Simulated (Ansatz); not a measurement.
Working through a rigid scan of one bond length of BBrH4OSi, SMILES BO[SiH2]Br

Program: Ansatz 0.2.0, Python API.

`bbrh4osi.xyz`
```text
8

B    -0.39030    1.40440   -0.14610
O    -0.24560    0.26420   -0.99580
Si    0.24280   -0.97220    0.06400
Br    0.69270   -2.85910   -1.09700
H     0.44800    2.20970   -0.01690
H    -1.50070    1.68910    0.30940
H     1.56300   -0.58390    0.73600
H    -0.71770   -1.20930    1.09060
```

Typed at the interpreter:
```pycon
>>> import ansatz as az
>>> import numpy as np
>>> config = {
...     "basis_set": "def2-SVP",
...     "xc": "R2SCAN0",
... }
>>> molecule = az.Crystal.molecule_from_extxyz("bbrh4osi.xyz")
>>> symbols = [site.symbol for site in molecule.cartesian_sites]
>>> start = np.array([site.position_ang for site in molecule.cartesian_sites])
>>> axis = (start[5] - start[0]) / np.linalg.norm(start[5] - start[0])
>>> moving = [5]
>>> lengths, energies = [1.05, 1.13, 1.23, 1.36, 1.54, 1.85, 2.22, 2.71], []
>>> for length in lengths:
...     xyz = start.copy()
...     xyz[moving] += (length - np.linalg.norm(start[5] - start[0])) * axis
...     point = az.Crystal.molecule()
...     for symbol, place in zip(symbols, xyz):
...         point = point.atom(symbol, place.tolist())
...     calculation = (
...         point.calculation()
...         .basis(gaussian=config["basis_set"])
...         .functional(config["xc"])
...     )
...     summary = calculation.run().report
...     energies.append(summary["free_energy_ev"])
...     print(f"r = {length:6.3f} A  E = {energies[-1]:.5f} eV  <S^2> = {abs(summary['mean_field']['state']['spin_squared']):.3f}")
...
r =  1.050 A  E = -80698.06958 eV  <S^2> = 0.000
r =  1.130 A  E = -80698.37245 eV  <S^2> = 0.000
r =  1.230 A  E = -80698.44733 eV  <S^2> = 0.000
r =  1.360 A  E = -80698.23702 eV  <S^2> = 0.000
r =  1.540 A  E = -80697.66122 eV  <S^2> = 0.000
r =  1.850 A  E = -80696.46283 eV  <S^2> = 0.000
r =  2.220 A  E = -80695.15267 eV  <S^2> = 0.000
r =  2.710 A  E = -80693.83001 eV  <S^2> = 0.000
>>> print("energy above the lowest point (eV):", [round(e - min(energies), 3) for e in energies])
energy above the lowest point (eV): [0.378, 0.075, 0.0, 0.21, 0.786, 1.985, 3.295, 4.617]
```

What to keep in mind:
- Total energies depend on the basis set; only differences at equal settings carry meaning.
- The rest of the molecule is held rigid at a force-field or estimated start geometry, and the basis set is modest; single-reference methods fail as a bond breaks.
- The orbitals are restricted, so S² is zero by construction.
- Toward dissociation an unrestricted state can lie under the restricted one, by tenths of an eV for polar bonds under a functional and by 1 to 2 eV or more for others.
- Hardware and time: 25 s on 1 thread of Intel(R) Xeon(R) Processor @ 2.30GHz (shared host), peak memory 0.33 GiB.
